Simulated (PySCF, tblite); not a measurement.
# PhSiCl2(SeBu): geometry, infrared bands, NMR shifts and electronic excitations, part 2 of 3

tblite 0.8.0 and PySCF 2.14.0. Atoms count from 0.

### Step 5. Shielding tensors: PBE0/pcSseg-1

What the job is given:

```
{"job": {"kind": "nmr", "xc": "PBE0", "basis": "pcSseg-1"}, "charge": 0, "multiplicity": 1}
C     -3.514054    -0.595196     1.420725
C     -3.054607     0.123238     0.163224
C     -1.732860    -0.409679    -0.367321
C     -1.201475     0.282379    -1.608663
Se    -0.966573     2.241335    -1.471669
Si     0.464277     2.242882     0.268273
Cl    -0.490971     2.021718     2.100295
Cl     1.312290     4.122951     0.273803
C      1.750281     0.904491     0.119996
C      2.051868     0.036737     1.178304
C      3.012912    -0.960627     1.022899
C      3.682926    -1.100870    -0.191250
C      3.392166    -0.242914    -1.252596
C      2.430539     0.752509    -1.099202
H     -4.474293    -0.198805     1.783080
H     -3.641773    -1.676227     1.248167
H     -2.777598    -0.471304     2.230712
H     -2.944697     1.200121     0.372718
H     -3.823708     0.044130    -0.625763
H     -1.835887    -1.482741    -0.612766
H     -0.972865    -0.365182     0.432000
H     -1.897175     0.181241    -2.456087
H     -0.232848    -0.136517    -1.915708
H      1.527457     0.142999     2.131171
H      3.239430    -1.631896     1.854662
H      4.434737    -1.884683    -0.313033
H      3.916593    -0.352200    -2.204897
H      2.199515     1.416687    -1.937768
```

Level: GIAO PBE0/pcSseg-1 NMR shielding, non-relativistic, gas phase.

What it wrote:

```text
coarse grid: 112784 points
cycle   1  E = -3999.4707045612  dE =  8.011e-01  |g| = 8.411e-01  |ddm| = 5.234e+00
cycle   2  E = -3999.4476385665  dE =  2.307e-02  |g| = 7.365e-01  |ddm| = 1.367e+00
cycle   3  E = -3999.5524293240  dE = -1.048e-01  |g| = 1.834e-01  |ddm| = 9.461e-01
cycle   4  E = -3999.5602859956  dE = -7.857e-03  |g| = 7.701e-02  |ddm| = 3.073e-01
cycle   5  E = -3999.5618140206  dE = -1.528e-03  |g| = 2.058e-02  |ddm| = 1.010e-01
cycle   6  E = -3999.5619256426  dE = -1.116e-04  |g| = 4.912e-03  |ddm| = 2.578e-02
cycle   7  E = -3999.5619316473  dE = -6.005e-06  |g| = 1.684e-03  |ddm| = 6.291e-03
final grid: 235784 points
cycle   8  E = -3999.5619190918  dE =  6.019e-07  |g| = 2.405e-03  |ddm| = 5.715e-03
cycle   9  E = -3999.5619169554  dE =  2.136e-06  |g| = 3.693e-03  |ddm| = 5.675e-03
cycle  10  E = -3999.5619205808  dE = -3.625e-06  |g| = 3.772e-04  |ddm| = 3.564e-03
cycle  11  E = -3999.5619206206  dE = -3.986e-08  |g| = 5.241e-05  |ddm| = 4.600e-04
cycle  12  E = -3999.5619206213  dE = -6.266e-10  |g| = 1.557e-05  |ddm| = 7.758e-05
converged SCF energy = -3999.5619206213

GIAO shielding tensors (ppm)
atom      isotropic    diamagn.    paramagn.     s11        s22        s33       span
  0 C      169.039     245.063     -76.024    158.170    162.527    186.419     28.249
  1 C      161.511     248.379     -86.869    149.251    164.422    170.858     21.607
  2 C      149.696     252.475    -102.779    136.797    148.464    163.827     27.030
  3 C      149.757     250.428    -100.671    127.906    154.766    166.598     38.692
  4 Se    1824.386    3003.113   -1178.727   1524.315   1747.289   2201.556    677.241
  5 Si     301.776     876.520    -574.745    244.081    329.332    331.914     87.833
  6 Cl     823.182    1150.363    -327.182    689.972    834.073    945.500    255.528
  7 Cl     818.287    1145.697    -327.410    695.264    812.331    947.265    252.000
  8 C       47.132     264.129    -216.997    -41.343      6.522    176.216    217.559
  9 C       43.186     252.547    -209.360    -71.735     24.591    176.704    248.440
 10 C       50.313     253.704    -203.391    -60.916     36.237    175.619    236.534
 11 C       46.410     254.800    -208.390    -64.551     27.923    175.858    240.410
 12 C       50.265     253.736    -203.471    -61.770     36.837    175.729    237.498
 13 C       43.553     252.628    -209.075    -70.913     24.316    177.256    248.170
 14 H       30.078      25.917       4.161     25.371     26.726     38.136     12.765
 15 H       30.557      28.702       1.854     26.130     27.886     37.654     11.524
 16 H       30.361      30.587      -0.226     24.747     31.427     34.910     10.163
 17 H       29.071      32.305      -3.234     24.301     28.684     34.227      9.925
 18 H       30.475      30.450       0.025     24.565     29.908     36.953     12.388
 19 H       30.258      34.704      -4.446     25.181     28.931     36.661     11.480
 20 H       30.353      37.493      -7.140     25.062     30.588     35.408     10.345
 21 H       29.301      32.314      -3.013     22.917     26.932     38.054     15.137
 22 H       28.888      34.729      -5.841     23.452     28.337     34.876     11.424
 23 H       23.153      33.180     -10.027     18.062     20.734     30.663     12.601
 24 H       23.647      30.045      -6.398     19.837     23.965     27.139      7.302
 25 H       23.627      28.055      -4.428     20.114     24.731     26.038      5.924
 26 H       23.623      28.824      -5.200     19.793     23.917     27.160      7.367
 27 H       23.202      31.811      -8.609     18.952     20.220     30.433     11.481
```

Wall time 73 s (2 threads of AMD EPYC 9R45, shared host); peak memory 2.9 GiB.

The references, computed at this level on geometries of the same kind, shield at (ppm): ¹H TMS 31.27, ¹³C TMS 184.4, ²⁹Si TMS 352.0, ⁷⁷Se Me2Se 1770, ³⁵Cl HCl 943. Their shielding less the atom's gives the shift. The references are single molecules in the gas phase. Atoms listed in one row are averaged.

| atoms | environment | σ (ppm) | δ (ppm) | measured |
| --- | --- | --- | --- | --- |
| C9, C13 | aromatic CH | 43.4 | 141.0 | – |
| C11 | aromatic CH | 46.4 | 138.0 | – |
| C8 | substituted aromatic carbon | 47.1 | 137.3 | – |
| C10, C12 | aromatic CH | 50.3 | 134.1 | – |
| C2 | sp3 CH2 | 149.7 | 34.7 | – |
| C3 | sp3 CH2 bonded to Se | 149.8 | 34.7 | – |
| C1 | sp3 CH2 | 161.5 | 22.9 | – |
| C0 | methyl carbon | 169.0 | 15.4 | – |
| H23, H27 | hydrogen on an aromatic CH | 23.18 | 8.09 | – |
| H25 | hydrogen on an aromatic CH | 23.63 | 7.64 | – |
| H24, H26 | hydrogen on an aromatic CH | 23.64 | 7.63 | – |
| H21, H22 | hydrogen on an sp3 CH2 bonded to Se | 29.09 | 2.17 | – |
| H17, H18 | hydrogen on an sp3 CH2 | 29.77 | 1.49 | – |
| H19, H20 | hydrogen on an sp3 CH2 | 30.31 | 0.96 | – |
| H14, H15, H16 | hydrogen on a methyl carbon | 30.33 | 0.94 | – |
| Se4 | selenium bonded to C, Si | 1824 | -55 | -9 [b] |
| Si5 | silicon bonded to C, 2 Cl, Se | 301.8 | 50.2 | 8.1 [a] |
| Cl6, Cl7 | chlorine bonded to Si | 821 | 123 | – |

Measured values: [a] solution; U. Herzog, Habilitationsschrift, TU Bergakademie Freiberg, 2002/2003, against TMS; [b] solution; U. Herzog, Habilitationsschrift, TU Bergakademie Freiberg, 2002/2003, against Me2Se.

The run also stored atomic charges by several schemes (e):

| atoms | Mulliken | IAO | Hirshfeld | ESP fit |
| --- | --- | --- | --- | --- |
| C0 | -0.28 | -0.41 | -0.11 | -0.47 |
| C1 | -0.26 | -0.25 | -0.07 | 0.18 |
| C2 | -0.27 | -0.24 | -0.07 | 0.10 |
| C3 | -0.27 | -0.35 | -0.07 | -0.42 |
| Se4 | -0.33 | -0.09 | -0.02 | -0.09 |
| Si5 | 1.06 | 0.90 | 0.32 | 0.13 |
| Cl6, Cl7 | -0.30 | -0.30 | -0.11 | -0.10 |
| C8 | -0.43 | -0.31 | -0.10 | -0.17 |
| C9, C13 | -0.06 | -0.13 | -0.04 | 0.10 |
| C10, C12 | -0.07 | -0.15 | -0.04 | -0.30 |
| C11 | -0.08 | -0.13 | -0.04 | -0.01 |

Mayer bond orders: C0–C1 1.07, C1–C2 1.01, C2–C3 1.03, C3–Se4 1.01, Se4–Si5 1.00, Si5–Cl6 0.95, Si5–Cl7 1.03, Si5–C8 0.86, C8–C9 1.41, C9–C10 1.44, C10–C11 1.43, C11–C12 1.42, C12–C13 1.45, C13–C8 1.41.

Ring of atoms C8, C9, C10, C11, C12, C13: NICS(0) -8.1, NICS(1) -11.2, NICS(1)zz -28.2 ppm (means of both faces).

The fields below are evaluated on a grid from the run's orbitals.

Frontier orbitals at PBE0/pcSseg-1, with the share of their density that lies nearest to each atom:

| orbital | energy (eV) | lies on |
| --- | --- | --- |
| HOMO | -6.95 | Se4 74 % |
| LUMO | -1.38 | C8, C11 about 18 % each; Si5 11 %; C9, C13 about 9 % each |

ELF in a plane through or near 7 of the atoms.

Values, 10 rows by 14 columns:
```
0.00 0.00 0.00 0.00 0.00 0.00 0.00 0.00 0.00 0.00 0.00 0.00 0.00 0.00
0.00 0.00 0.00 0.00 0.15 0.00 0.00 0.00 0.00 0.00 0.00 0.00 0.00 0.00
0.00 0.00 0.00 0.34 1.00 0.26 0.01 0.00 0.00 0.03 0.03 0.01 0.00 0.00
0.00 0.00 0.07 0.29 0.37 0.63 0.21 0.00 0.02 0.62 0.65 0.43 0.19 0.00
0.00 0.00 0.25 0.64 0.30 0.47 0.39 0.70 0.98 0.20 0.52 0.91 0.76 0.00
0.00 0.00 0.22 0.64 0.48 0.74 0.52 0.06 0.60 0.65 0.41 0.05 0.00 0.00
0.00 0.00 0.06 0.27 0.52 0.59 0.04 0.30 0.37 0.09 0.26 0.09 0.00 0.00
0.00 0.00 0.00 0.01 0.98 0.81 0.40 0.23 0.23 0.37 0.00 0.00 0.00 0.00
0.00 0.00 0.00 0.00 0.01 0.00 0.67 0.90 0.82 0.32 0.00 0.00 0.00 0.00
0.00 0.00 0.00 0.00 0.00 0.00 0.00 0.18 0.11 0.00 0.00 0.00 0.00 0.00
```
The map spans 14.5 Å across and 10.9 Å up, centred on the molecule. Atoms in the plane (x, y in Å): C0 (3.7, 1.2), C1 (3.0, -0.1), C10 (-2.9, 1.8), C13 (-2.6, -1.0), H20 (1.0, 0.6), H24 (-3.0, 2.8), H27 (-2.4, -2.1).

log10 of the density (e/Å³) in the same plane.

Ten even steps from ' ' (-4.0) to '@' (1.1):
```
                                                        
                                                        
            ..::--::..                                  
          ::--==++==--::..          ....::....          
        ..--==**##**==--::..      ::----------::..      
      ..--==++##%%##++==--::....::--==++++++==--::..    
    ..::==++**##@@%%**++==--------==++**####**++--::    
    ..--==**##%%%%%%##**++====++++++**##@@%%##**==::    
    ..--==**######**##**++==++####****##%%####**==::    
    ..--==++**##****##****++++########%%%%****++--..    
    ..--==++**##########**++++**######%%##**++--::      
      ::==++**##%%@@##****++++******######**==--..      
      ::--==++**%%%%##**++++******++++**++++==::        
      ..::--==++##%%##++++**######**++====--::..        
        ..::--==******++++**%%@@%%**++==::::..          
            ..--========++**##%%##**==--::              
              ..::::::--==++******++==--..              
                    ..::--==++++====--::                
                      ..::--------::..                  
                            ......                      
```
The map spans 14.5 Å across and 10.9 Å up, centred on the molecule. Atoms in the plane (x, y in Å): C0 (3.7, 1.2), C1 (3.0, -0.1), C10 (-2.9, 1.8), C13 (-2.6, -1.0), H20 (1.0, 0.6), H24 (-3.0, 2.8), H27 (-2.4, -2.1).

On the surface of density 0.002 e/bohr³ the electrostatic potential runs, from the 1st to the 99th percentile, from -0.65 V near Se4 to 1.06 V near H25.

### Step 6. Ultraviolet spectrum: CAM-B3LYP/def2-SVPD

The job, as its differences from that of step 5:

```diff
@@ -1,2 +1,2 @@
-{"job": {"kind": "nmr", "xc": "PBE0", "basis": "pcSseg-1"}, "charge": 0, "multiplicity": 1}
+{"job": {"kind": "uv", "xc": "CAM-B3LYP", "basis": "def2-SVPD", "ip": false}, "charge": 0, "multiplicity": 1}
 C     -3.514054    -0.595196     1.420725
```

Method: TDDFT CAM-B3LYP/def2-SVPD, vertical, gas phase, core orbitals frozen in the response.

What it wrote:

```text
coarse grid: 112784 points
cycle   1  E = -4000.0093915733  dE =  1.186e+00  |g| = 5.136e-01  |ddm| = 1.710e+01
cycle   2  E = -4000.0303328586  dE = -2.094e-02  |g| = 4.682e-01  |ddm| = 4.474e+00
cycle   3  E = -4000.0883039266  dE = -5.797e-02  |g| = 8.559e-02  |ddm| = 2.319e+00
cycle   4  E = -4000.0898418255  dE = -1.538e-03  |g| = 4.799e-02  |ddm| = 5.277e-01
cycle   5  E = -4000.0904427720  dE = -6.009e-04  |g| = 1.055e-02  |ddm| = 1.847e-01
cycle   6  E = -4000.0904726491  dE = -2.988e-05  |g| = 2.113e-03  |ddm| = 4.207e-02
cycle   7  E = -4000.0904739844  dE = -1.335e-06  |g| = 7.799e-04  |ddm| = 1.234e-02
final grid: 235784 points
cycle   8  E = -4000.0903828720  dE = -2.337e-07  |g| = 8.105e-04  |ddm| = 3.458e-02
cycle   9  E = -4000.0903828370  dE =  3.497e-08  |g| = 9.077e-04  |ddm| = 5.920e-03
cycle  10  E = -4000.0903830465  dE = -2.095e-07  |g| = 6.622e-05  |ddm| = 2.645e-03
cycle  11  E = -4000.0903830476  dE = -1.176e-09  |g| = 3.079e-05  |ddm| = 3.668e-04
cycle  12  E = -4000.0903830479  dE = -3.147e-10  |g| = 9.884e-06  |ddm| = 2.080e-04
converged SCF energy = -4000.0903830479

Static polarisability (au): isotropic 192.876, principal 175.681 190.581 212.366

Singlet excitations
state   eV       nm        f      main configurations
  1   4.9170    252.2   0.00695   H->L 0.58, H->L+3 0.18, H->L+2 0.11
  2   5.2864    234.5   0.00648   H-1->L 0.55, H-2->L+1 0.28
  3   5.7369    216.1   0.02697   H->L 0.32, H->L+3 0.24, H->L+2 0.13
  4   5.8375    212.4   0.02637   H->L+2 0.47, H->L+3 0.25
  5   5.8827    210.8   0.09321   H-2->L 0.56, H-1->L+1 0.14, H-1->L 0.09
  6   6.3563    195.1   0.02263   H->L+1 0.83
  7   6.3916    194.0   0.00576   H-3->L 0.64
  8   6.6725    185.8   0.06707   H->L+5 0.33, H->L+4 0.27, H->L+6 0.09
  9   6.7248    184.4   0.07302   H->L+7 0.47, H->L+2 0.09
 10   6.7906    182.6   0.57657   H-1->L+1 0.36, H-2->L+1 0.27, H-1->L 0.11

Triplet excitations (Tamm-Dancoff, eV): 3.9774 4.5486 4.6051 4.7167
```

It took 2.5 min on 2 threads of AMD EPYC 9R45, shared host; peak memory 4 GiB.

Frontier orbitals and where they lie:

| orbital | eV | atoms |
| --- | --- | --- |
| HOMO−3 | -9.67 | Se4 36 %, Cl6 12 %, Si5 12 % |
| HOMO−2 | -9.00 | C8 22 %, C11 20 %, C12 15 % |
| HOMO−1 | -8.98 | C10 23 %, C13 23 %, C9 15 % |
| HOMO | -8.13 | Se4 70 %, C3 8 %, Si5 6 % |
| LUMO | -0.30 | C8 17 %, C11 17 %, C13 11 % |
| LUMO+1 | 0.34 | C12 18 %, C10 17 %, C9 17 % |
| LUMO+2 | 0.66 | Se4 32 %, Cl6 15 %, Si5 13 % |

With each of the 10 states as a Gaussian band of 0.4 eV half-width at 1/e, the curve within the window shown has maxima at 209 nm (ε 6,300), 183 nm (ε 29,000) L/(mol cm). Beyond the last state computed it falls off for lack of states. The curve at chosen wavelengths:

| nm | ε (L/mol/cm) |
| --- | --- |
| 175 | 15537 |
| 179 | 24803 |
| 184 | 29117 |
| 188 | 24910 |
| 193 | 15763 |
| 197 | 10046 |
| 202 | 6824 |
| 206 | 6337 |
| 211 | 6307 |
| 215 | 5865 |
| 220 | 4657 |
| 224 | 3485 |
| 229 | 2207 |
| 233 | 1483 |
| 238 | 934 |
| 242 | 695 |
| 247 | 531 |
| 251 | 449 |
| 256 | 365 |
| 260 | 302 |
| 265 | 227 |
| 269 | 173 |
| 274 | 116 |
| 278 | 81 |
| 283 | 49 |
| 287 | 32 |

Leading natural transition orbitals of singlet state 10: the hole lies on C9, C12 about 27 % each; C10, C13 about 12 % each; the particle on C9, C12 about 18 % each; C10, C13 about 14 % each; H23, H26 about 7 % each.

Leading natural transition orbitals of singlet state 1: the hole lies on Se4 77 %; the particle on Se4 30 %; Si5 18 %; C3 10 %.

Further results of this job:

| property | computed |
| --- | --- |
| dipole moment (D) | 3.86 |
| polarisability (Å³) | 28.58 |
| HOMO–LUMO gap (eV) | 7.83 |
| −ε(HOMO) (eV) | 8.13 |

[end of part 2 of 3]
